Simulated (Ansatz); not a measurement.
# C₉H₁₀O₃SiW: basis-set convergence

One table from this session's results is given with a row withheld; the runs are named, their logs left out.

Method: one geometry, several basis sets; program: Ansatz 0.2.0, Gaussian basis.

Levels to be run: PBE0-D4/def2-SVP; ωB97M-V/def2-SVP; PBE0-D4/def2-QZVPP; ωB97M-V/def2-QZVPP; the functionals' def2-TZVPP values are taken from earlier runs.

## The relaxed structure

The geometry comes from an earlier relaxation with PBE0-D4 in a triple-zeta def2 set; it is a stationary point, not always the lowest conformer. W takes the def2 core potential; no spin-orbit term is included.

SMILES `[CH3][W-3]1234([C]#[O+])([C]#[O+])([C]#[O+])[C@@H]5[C@H]1[C@H]2[C@@]3([SiH3])[C@@H]54`, 24 atoms, charge 0, spin multiplicity 1.

Atoms are counted from 1 here; the program's logs count them from 0.

Bond lengths: C1–W2 2.297 Å, C1–H15 1.088 Å, C1–H16 1.091 Å, C1–H17 1.092 Å, W2–C3 1.986 Å, W2–C5 1.986 Å, W2–C7 1.991 Å, W2–C9 2.338 Å, W2–C10 2.379 Å, W2–C11 2.377 Å, W2–C12 2.355 Å, W2–C14 2.318 Å, C3–O4 1.146 Å, C5–O6 1.146 Å, C7–O8 1.147 Å, C9–C10 1.419 Å, C9–C14 1.422 Å, C9–H18 1.079 Å and more. Angles: W2–C1–H15 114.3°, W2–C1–H16 108.9°, W2–C1–H17 108.3°, H15–C1–H16 108.1°, H15–C1–H17 108.1°, H16–C1–H17 109.0°, C1–W2–C3 73.3°, C1–W2–C5 73.2°, C1–W2–C7 132.1°, C1–W2–C9 134.0°, C1–W2–C10 99.5°, C1–W2–C11 79.7°, C1–W2–C12 96.8°, C1–W2–C14 132.3°, C3–W2–C5 104.0°, C3–W2–C7 78.1°, C3–W2–C9 108.6°, C3–W2–C10 96.3° and more.

The first run:

The input, in.yaml:

```yaml
crystal:
  periodic: [false, false, false]
  atoms:
    - {symbol: C, position_ang: [0.698160, -1.984604, 0.818829]}
    - {symbol: W, position_ang: [-0.126780, 0.159348, 0.828747]}
    - {symbol: C, position_ang: [0.681230, -0.149404, 2.616991]}
    - {symbol: O, position_ang: [1.195101, -0.318909, 3.626803]}
    - {symbol: C, position_ang: [-1.694975, -1.057938, 0.792873]}
    - {symbol: O, position_ang: [-2.592127, -1.767443, 0.724718]}
    - {symbol: C, position_ang: [-1.415362, 1.088374, 2.028533]}
    - {symbol: O, position_ang: [-2.157893, 1.624961, 2.718584]}
    - {symbol: C, position_ang: [0.649230, 2.202951, 0.000582]}
    - {symbol: C, position_ang: [1.738728, 1.300653, -0.108351]}
    - {symbol: C, position_ang: [1.365669, 0.287376, -1.017303]}
    - {symbol: C, position_ang: [0.042341, 0.532741, -1.490396]}
    - {symbol: Si, position_ang: [-0.926519, -0.492390, -2.704642]}
    - {symbol: C, position_ang: [-0.390538, 1.735954, -0.849751]}
    - {symbol: H, position_ang: [0.294089, -2.624236, 1.601295]}
    - {symbol: H, position_ang: [1.782256, -1.947013, 0.937903]}
    - {symbol: H, position_ang: [0.462835, -2.437862, -0.145900]}
    - {symbol: H, position_ang: [0.627439, 3.099341, 0.601455]}
    - {symbol: H, position_ang: [2.685023, 1.377795, 0.405487]}
    - {symbol: H, position_ang: [1.977197, -0.560291, -1.289094]}
    - {symbol: H, position_ang: [-0.620164, -1.929201, -2.492522]}
    - {symbol: H, position_ang: [-2.372552, -0.232087, -2.499390]}
    - {symbol: H, position_ang: [-0.559750, -0.129012, -4.099536]}
    - {symbol: H, position_ang: [-1.342647, 2.220917, -1.005947]}
basis:
  gaussian: {orbitals: def2-SVP}
hamiltonian: {xc: pbe0, dispersion: d4}
output: {orbitals: {seedname: orbitals}}
```

Started as:

```console
$ ansatz run in.yaml --threads 11 --pin off --events-out ev --progress --plain --max-ram 174080MiB --backend cpu
```

Among the steps run: PBE0-D4 in def2-SVP; ωB97M-V in def2-SVP; PBE0-D4 in def2-QZVPP; ωB97M-V in def2-QZVPP.

One table of the session follows, with a row left open; its other results are not shown here.

| functional | basis | HOMO (eV) |
| --- | --- | --- |
| PBE0-D4 | def2-SVP | -6.36 |
| PBE0-D4 | def2-TZVPP | -6.32 |
| PBE0-D4 | def2-QZVPP | ? |
| ωB97M-V | def2-SVP | -8.26 |
| ωB97M-V | def2-TZVPP | -8.25 |
| ωB97M-V | def2-QZVPP | -8.26 |

Estimate the missing values for PBE0-D4, def2-QZVPP.

As computed: HOMO (eV): -6.34. In the column «HOMO (eV)» it lies between PBE0-D4, def2-SVP (-6.36) and PBE0-D4, def2-TZVPP (-6.32).
